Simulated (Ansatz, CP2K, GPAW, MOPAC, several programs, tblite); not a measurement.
## PbTe (Fm-3m) from semi-empirical methods to plane-wave DFT

PbTe (Fm-3m) from a database of computed structures, relaxed with r2SCAN+rVV10 in Ansatz, was computed with several methods. The symmetry is Fm-3m (No. 225, cubic); conventional cell a = 6.490 Å, 34.16 Å³ an atom. Te has 6 Pb at 3.24–3.25 Å; Pb has 6 Te at 3.24–3.25 Å. Spin-unpolarised throughout; all numbers are computed.

```
CELL_PARAMETERS angstrom
9.17180 0.00000 0.00000
0.00000 4.58556 0.00000
0.00000 0.00000 6.49862
ATOMIC_POSITIONS crystal
Te 0.12500 0.75000 0.25001
Te 0.62500 0.75000 0.24999
Te 0.37500 0.25000 0.75001
Te 0.87500 0.25000 0.74999
Pb 0.12504 0.75000 0.74997
Pb 0.62504 0.75000 0.75003
Pb 0.37496 0.25000 0.24997
Pb 0.87496 0.25000 0.25003
```

Gaps and times are for a single point on this cell; volume and bulk modulus come from each method's own relaxation or energy curve at fixed shape. Times are rough, from shared hosts (Intel Xeon Platinum 8488C), and each method has its own mesh and cell size. A dagger marks a closed or tiny gap in a crystal that DFT finds insulating: a failure of the method or a wrong SCF state. PM6 (MOPAC): levels, charges or heat of formation failed a check of plausibility, so no values are given. PM6 (MOPAC), PM7 (MOPAC), GFN1-xTB (tblite), GFN2-xTB (tblite) treat a cluster of cells at its zone centre, which samples few k points: where these miss a band edge, the gap comes out too large for that reason alone. Gaps from k meshes are read at a limited set of points (mesh, symmetry points, PBE's band edges), so each method's own least gap may be somewhat smaller. xTB and the PM methods were fitted mostly to molecules, and can miss a solid's gap by electronvolts. Minimal bases can be far off for gaps. GLLB-SC's gap includes the derivative discontinuity. d marks a direct gap, i an indirect one (no mark: not told apart), a dash a value that wasn't computed or didn't pass its checks.

```csv
method,kind,gap (eV),own volume (Å³/atom),bulk modulus (GPa),atoms computed,processor time
GFN1-xTB (tblite),tight binding,0.19†,–,–,32,0.94 s
PM6 (MOPAC),semi-empirical,–,–,–,32,0.94 s
PM7 (MOPAC),semi-empirical,6.25,–,–,32,0.99 s
GFN2-xTB (tblite),tight binding,0.75,33.90,52,32,1.6 s
light PBE (260 eV and a coarse mesh),light plane-wave,0.74 d,–,–,8,4.4 s
PBE/SZV (CP2K),small basis,0.93 d,36.45,43,8,8.1 s
PBE/DZVP (CP2K),small basis,0.74 d,35.43,39,8,20 s
PBE,semilocal,0.76 d,–,–,8,28 s
r2SCAN,semilocal,1.05 d,–,–,8,56 s
GLLB-SC (GPAW),model potential,1.43,–,–,8,2 min
```

Against r2SCAN (1.05 eV) and with closed or daggered gaps left aside, the nearest gap at the points sampled is that of PBE/SZV (CP2K) (-0.12 eV) and the farthest that of PM7 (MOPAC) (+5.20 eV). r2SCAN is only a yardstick of convenience: semilocal gaps usually lie below measured ones, which GLLB-SC and hybrids aim to mend.

Spin-orbit coupling is left out; in compounds of Pb, Bi, Tl or Hg it can lower a gap by up to about 1 eV, split its edges or invert the bands.
